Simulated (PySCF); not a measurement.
# C2H7ClSi2: the cost of one run

The runs use PySCF 2.14.0, with density-fitted response routines of our own; the level of theory stands in each step. All values are computed, except where a source is named. Atoms count from 0, in the outputs and in this text.

### 1 Starting geometry

12 atoms, charge 0, multiplicity 1; geometry from: GFN2-xTB. The atoms were then displaced at random by about 0.01 Å, so the start is not that level's minimum.

Bonds of the start (Å): Si0–C1 1.90, C1–C2 1.34, C2–Si3 1.84, C2–Cl4 1.74, Si0–H5 1.48, Si0–H6 1.47, Si0–H7 1.44, C1–H8 1.07, Si3–H9 1.49, Si3–H10 1.47, Si3–H11 1.46.

### 2 Relaxing the molecule at PBE0-D3(BJ)/def2-SVP

Job settings and geometry (Å):

```
{"job": {"xc": "PBE0", "basis": "def2-SVP", "d3": "d3bj", "grid": 1, "shake": 0.01, "kind": "geom"}, "charge": 0, "multiplicity": 1}
Si     2.335820     0.152960     0.171260
C      0.551890    -0.498100     0.045940
C     -0.550880     0.264160     0.020420
Si    -2.314000    -0.251330    -0.089180
Cl    -0.326370     1.985630     0.109240
H      2.581010     1.043400    -0.988310
H      2.471670     0.933010     1.411460
H      3.239780    -0.964530     0.158830
H      0.394940    -1.556100     0.009730
H     -3.038940     0.233230     1.117670
H     -2.396500    -1.717540    -0.146020
H     -2.908730     0.346930    -1.285930
```

Run with:

```sh
$ OMP_NUM_THREADS=1 python probes_run.py task.json out
```

The driver reads the jobs from task.json and runs them one after another.

Q: Estimate the wall time and peak memory of this first job on 1 thread of Arm Neoverse V2, shared host.

About 26 s, with a peak of 0.5 GiB.
